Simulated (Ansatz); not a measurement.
GeSb2Te4:

```xyz
7
Lattice="2.1593 1.2467 13.2280 -2.1593 1.2467 13.2280 0.0000 -2.4933 13.2280" Properties=species:S:1:pos:R:3 pbc="T T T"
Te    0.0000    0.0000   28.1349
Te    0.0000    0.0000   11.5492
Te    0.0000    0.0000   22.6074
Te    0.0000    0.0000   17.0768
Sb    0.0000    0.0000   34.1050
Sb    0.0000    0.0000    5.5792
Ge    0.0000    0.0000    0.0000
```

The cell is a database's computed one.

* Program: Ansatz 0.2.0
* Task: relaxation of cell and atoms
* Functional: PBEsol
* Dispersion: D4
* Potentials or basis: Ansatz PAW
* Cutoff: 420 eV (not typed: the program's choice for these potentials)
* k mesh: 7 × 7 × 7
* Occupations: fermi-dirac, width 0.05 eV
* Spin: no spin polarisation

At the start: volume 30.52 Å³/atom.

Question: How do energy, volume and symmetry change on relaxing?

Answer: It ends after 6 steps and the volume is 28.09 Å³/atom (-8.0 %); space group R-3m (No. 166, to 0.05 Å).

The path:
```tsv
step	energy change (eV)	largest force (eV/Å)	volume (Å³)
1	0.0000	0.0824	213.65
2	-0.1243	0.4362	187.61
3	-0.2320	0.0765	198.27
4	-0.2356	0.0393	196.88
5	-0.2361	0.0053	196.61
6	-0.2327	0.0053	196.61
```

Final structure:
```
Te Sb Ge
1.0
     2.10020    1.21255   12.86755
    -2.10020    1.21255   12.86755
     0.00000   -2.42511   12.86755
Te Sb Ge
4 2 1
Direct
  0.70816 0.70816 0.70816
  0.29184 0.29184 0.29184
  0.57063 0.57063 0.57063
  0.42937 0.42937 0.42937
  0.85828 0.85828 0.85828
  0.14172 0.14172 0.14172
  0.00000 0.00000 0.00000
```

Caveat: the plane-wave basis is chosen anew once the cell has moved, so the energies of steps on either side of that aren't comparable; pairwise dispersion overbinds metals, which lowers pressure and volume; the PAW data sets come from PBE, with cores solved anew for the run's functional, which leaves a small shift of forces and pressure.
